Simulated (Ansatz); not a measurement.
Geometry optimisation, Ansatz 0.2.0, DFT PBE, scalar-relativistic, plane waves, PAW.

The input (input.yaml):

```yaml
crystal:
  lattice:
    - [5.799, 0.0, 0.0]
    - [-2.8995, 5.022081, 0.0]
    - [0.0, 0.0, 20.0755]
  atoms:
    - { symbol: W, position: [0.0, 0.0, 0.049812] }
    - { symbol: C, position: [0.3333333, 0.1666667, 0.1203009] }
    - { symbol: W, position: [0.0, 0.0, 0.1907898] }
    - { symbol: C, position: [0.3333333, 0.1666667, 0.2612787] }
    - { symbol: W, position: [0.0, 0.0, 0.3317676] }
    - { symbol: C, position: [0.3333333, 0.1666667, 0.4022565] }
    - { symbol: W, position: [0.0, 0.5, 0.049812] }
    - { symbol: C, position: [0.3333333, 0.6666667, 0.1203009] }
    - { symbol: W, position: [0.0, 0.5, 0.1907898] }
    - { symbol: C, position: [0.3333333, 0.6666667, 0.2612787] }
    - { symbol: W, position: [0.0, 0.5, 0.3317676] }
    - { symbol: C, position: [0.3333333, 0.6666667, 0.4022565] }
    - { symbol: W, position: [0.5, 0.0, 0.049812] }
    - { symbol: C, position: [0.8333333, 0.1666667, 0.1203009] }
    - { symbol: W, position: [0.5, 0.0, 0.1907898] }
    - { symbol: C, position: [0.8333333, 0.1666667, 0.2612787] }
    - { symbol: W, position: [0.5, 0.0, 0.3317676] }
    - { symbol: C, position: [0.8333333, 0.1666667, 0.4022565] }
    - { symbol: W, position: [0.5, 0.5, 0.049812] }
    - { symbol: C, position: [0.8333333, 0.6666667, 0.1203009] }
    - { symbol: W, position: [0.5, 0.5, 0.1907898] }
    - { symbol: C, position: [0.8333333, 0.6666667, 0.2612787] }
    - { symbol: W, position: [0.5, 0.5, 0.3317676] }
    - { symbol: C, position: [0.8333333, 0.6666667, 0.4022565] }
    - { symbol: C, position: [0.8481538, 0.1922276, 0.479465] }
basis:
  ecutwfc: 420.0
kpoints:
  mp_grid: { grid: [3, 3, 1] }
hamiltonian:
  xc: pbe
  pseudopotentials: { kind: paw, azcp: { folder: soft_1 } }
scf:
  occupations: { method: fermi_dirac, width: 0.1 }
  lower_state_search: "off"
relax:
  f_tol: 0.03
  max_steps: 60
  adjacent_minimum: "off"
  constraints: [{ sites: [0, 1, 6, 7, 12, 13, 18, 19] }]
```

Run as:

```bash
$ ansatz run input.yaml --threads 4 --pin off --max-ram 10240MiB --backend cpu --events-out ev --progress --plain --runs-dir out
```

Question: Where does it end, and by what steps?

Answer: The forces met the threshold. The force dipped under the threshold on the way, but the program's further checks kept it going. Limits of this set-up: coarse k mesh, thin slab, slab without dipole correction. After 15 steps the energy has fallen by 6.122 eV; C25 moved furthest, 1.70 Å. Joined: W11–C25 (3.34 → 2.12 Å), C12–C25 (3.19 → 1.37 Å).

```json
{"step": "0", "energy less start (eV)": "0.0000", "largest force component (eV/Å)": "7.358", "accepted": "yes"}
{"step": "1", "energy less start (eV)": "-3.5009", "largest force component (eV/Å)": "3.651", "accepted": "yes"}
{"step": "2", "energy less start (eV)": "-3.6694", "largest force component (eV/Å)": "1.555", "accepted": "yes"}
{"step": "3", "energy less start (eV)": "-3.7894", "largest force component (eV/Å)": "0.499", "accepted": "yes"}
{"step": "4", "energy less start (eV)": "-3.8621", "largest force component (eV/Å)": "0.598", "accepted": "yes"}
{"step": "5", "energy less start (eV)": "-3.9179", "largest force component (eV/Å)": "1.192", "accepted": "yes"}
{"step": "6", "energy less start (eV)": "-4.0248", "largest force component (eV/Å)": "1.237", "accepted": "yes"}
{"step": "7", "energy less start (eV)": "-4.3172", "largest force component (eV/Å)": "1.768", "accepted": "yes"}
{"step": "8", "energy less start (eV)": "-5.2104", "largest force component (eV/Å)": "2.861", "accepted": "yes"}
{"step": "9", "energy less start (eV)": "-5.9253", "largest force component (eV/Å)": "1.804", "accepted": "yes"}
{"step": "10", "energy less start (eV)": "-6.0784", "largest force component (eV/Å)": "0.512", "accepted": "yes"}
{"step": "11", "energy less start (eV)": "-6.0717", "largest force component (eV/Å)": "0.616", "accepted": "no"}
{"step": "12", "energy less start (eV)": "-6.1077", "largest force component (eV/Å)": "0.267", "accepted": "yes"}
{"step": "13", "energy less start (eV)": "-6.1205", "largest force component (eV/Å)": "0.161", "accepted": "yes"}
{"step": "14", "energy less start (eV)": "-6.1223", "largest force component (eV/Å)": "0.029", "accepted": "yes"}
{"step": "15", "energy less start (eV)": "-6.1223", "largest force component (eV/Å)": "0.029", "accepted": "yes"}
```

```xyz
25
Lattice="5.7990 0.0000 0.0000 -2.8995 5.0221 0.0000 0.0000 0.0000 20.0755" Properties=species:S:1:pos:R:3
W 0.000 0.000 1.000
C 1.450 0.837 2.415
W 0.003 0.003 3.848
C 1.473 0.823 5.264
W 0.025 0.004 6.762
C 1.490 0.814 7.915
W -1.450 2.511 1.000
C 0.000 3.348 2.415
W -1.451 2.512 3.825
C 0.004 3.360 5.238
W -1.479 2.528 6.593
C -0.119 3.225 8.098
W 2.900 0.000 1.000
C 4.349 0.837 2.415
W 2.905 -0.003 3.864
C 4.341 0.827 5.238
W 2.933 -0.019 6.831
C 4.396 1.001 8.099
W 1.450 2.511 1.000
C 2.900 3.348 2.415
W 1.448 2.507 3.848
C 2.893 3.351 5.212
W 1.459 2.487 6.762
C 2.873 3.363 7.851
C 4.977 2.149 8.572
```

Whether the end is a true minimum wasn't checked by a vibrational analysis.

Time of the run: 3.1 min on 4 threads of Arm Neoverse V1, on a shared host, peak memory 1.6 GiB.
